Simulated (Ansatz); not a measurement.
# BClF3H3O: the cost of one run

Method: UKS PBE/6-31G, in Ansatz 0.2.0.

**1. The starting structure**

Bond lengths: B1–Cl2 2.169 Å, B1–F3 1.302 Å, B1–F4 1.303 Å, B1–F6 1.678 Å, O8–H9 0.960 Å. Angles: Cl2–B1–F3 109.0°, Cl2–B1–F4 108.8°, Cl2–B1–F6 99.5°, F3–B1–F4 122.7°, F3–B1–F6 107.3°, F4–B1–F6 107.1°.

Coordinates:

```xyz
9

B    -0.9793   -0.2507   -1.1127
Cl    1.1692   -0.0793   -1.3559
F    -1.3377   -1.4759   -1.3692
F    -1.5479    0.7810   -1.6695
H    -0.0905   -0.0022    1.2207
F    -1.0889   -0.0366    0.5481
H     1.4646   -0.0466    0.3717
O     1.1229    0.0923    1.5854
H     1.2875    1.0180    1.7814
```

**2. Run 1**

150 steps of 0.5 fs at constant energy, with velocities drawn for 1000 K.

input.yaml

```yaml
crystal:
  periodic: [false, false, false]
  atoms:
    - { symbol: B, position_ang: [-0.9793, -0.2507, -1.1127] }
    - { symbol: Cl, position_ang: [1.1692, -0.0793, -1.3559] }
    - { symbol: F, position_ang: [-1.3377, -1.4759, -1.3692] }
    - { symbol: F, position_ang: [-1.5479, 0.781, -1.6695] }
    - { symbol: H, position_ang: [-0.0905, -0.0022, 1.2207] }
    - { symbol: F, position_ang: [-1.0889, -0.0366, 0.5481] }
    - { symbol: H, position_ang: [1.4646, -0.0466, 0.3717] }
    - { symbol: O, position_ang: [1.1229, 0.0923, 1.5854] }
    - { symbol: H, position_ang: [1.2875, 1.018, 1.7814] }
magnetization:
  spin_polarized: true
basis:
  gaussian: { orbitals: "6-31G" }
hamiltonian:
  xc: pbe
md:
  timestep: 0.5
  n_steps: 150
  ensemble: nve
  temperature: 1000.0
  initial_velocities: maxwell_boltzmann
  seed: 663649
```

The run is started by

```
ansatz run input.yaml --threads 1 --pin off --max-ram 2048MiB --backend cpu --events-out ev --progress --plain --runs-dir out
```

Q: Estimate wall time and peak memory on 1 thread of Intel Xeon Platinum 8488C (Sapphire Rapids), shared host.

About 8 min, with a peak of 0.16 GiB.
